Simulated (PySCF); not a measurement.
# C4H4F2Ge: the cost of one run

Computed with PySCF 2.14.0, with density-fitted response routines of our own, on a single molecule, in the gas phase or a continuum. Atoms are numbered from 0 throughout.

## (1) Starting geometry

11 atoms, charge 0, multiplicity 1; geometry from: GFN2-xTB. The atoms were then displaced at random by about 0.01 Å, so the start is not that level's minimum.

Bonds of the start (Å): F0–C1 1.38, C1–C2 1.34, C2–F3 1.38, C2–Ge4 1.94, Ge4–C5 1.94, C5–C6 1.35, C6–C1 1.44, Ge4–H7 1.50, Ge4–H8 1.47, C5–H9 1.08, C6–H10 1.08.

## (2) Geometry optimisation at PBE0-D3(BJ)/def2-SVP

What the job is given:

```
{"job": {"xc": "PBE0", "basis": "def2-SVP", "d3": "d3bj", "grid": 1, "shake": 0.01, "kind": "geom"}, "charge": 0, "multiplicity": 1}
F      2.524420    -0.920150     0.005600
C      1.248960    -0.405550    -0.011640
C      0.915840     0.876690    -0.239260
F      1.867130     1.848480    -0.477210
Ge    -1.012950     1.065850    -0.149010
C     -1.086810    -0.838210     0.227300
C      0.171490    -1.333340     0.239830
H     -1.438060     1.986860     0.959150
H     -1.613240     1.530140    -1.412220
H     -1.946130    -1.467690     0.414870
H      0.407460    -2.368910     0.426920
```

On the command line:

```sh
$ OMP_NUM_THREADS=1 python probes_run.py task.json out
```

This one command runs all jobs of the session in turn.

**Question.** How long does this first job take on 1 thread of Arm Neoverse V1, shared host, and how much memory does it need?

About 74 s, with a peak of 0.53 GiB.
